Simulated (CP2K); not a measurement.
The system is AgRh.

```
CELL_PARAMETERS angstrom
2.77759 0.00000 0.00000
-1.38879 2.40546 0.00000
0.00000 0.00000 4.80860
ATOMIC_POSITIONS crystal
Ag 0.00000 0.00000 0.50000
Rh 0.66667 0.33333 0.00000
```

The cell comes from a database or a generator and needn't be the stable form of this composition.

| Quantity | Value |
| --- | --- |
| Program | CP2K 2026.2 |
| Task | single point |
| Functional | PBE |
| Potentials or basis | POTENTIAL_UZH Ag GTH-PBE-q11, Rh GTH-PBE-q17; TZVP-MOLOPT-PBE-GTH basis |
| Density cutoff | 6123 eV |
| k mesh | 11 × 11 × 6 |
| Occupations | fermi-dirac, width 0.05 eV |
| Spin | no spin polarisation |

On this cell: pressure -1.8 GPa; largest force under 0.003 eV/Å; band gap on the k mesh none (metal or under the smearing width).

The same run follows on a disturbed copy (atoms moved at random, drawn with an rms of 0.05 Å):

```
Ag Rh
1.0
     2.77759    0.00000    0.00000
    -1.38879    2.40546    0.00000
     0.00000    0.00000    4.80860
Ag Rh
1 1
Direct
  0.97271 0.99520 0.50345
  0.67133 0.31452 0.99114
```

Q: What does the disturbed cell give?

A: The energy (extrapolated to zero smearing) moves by +9.7 meV/atom; pressure -1.4 GPa; largest force 0.447 eV/Å; band gap on the k mesh none (metal or under the smearing width).

Forces in eV/Å, atoms in the order of the input:
```
Ag   0.116 -0.049 -0.427
Rh  -0.116  0.048  0.429
```

Stress tensor (GPa, compression positive):
```
-1.15 -0.63 -0.34
-0.63 -1.56  0.14
-0.34  0.14 -1.48
```

Caveats: the basis of atomic orbitals isn't converged, which shifts pressures, moduli and gaps.
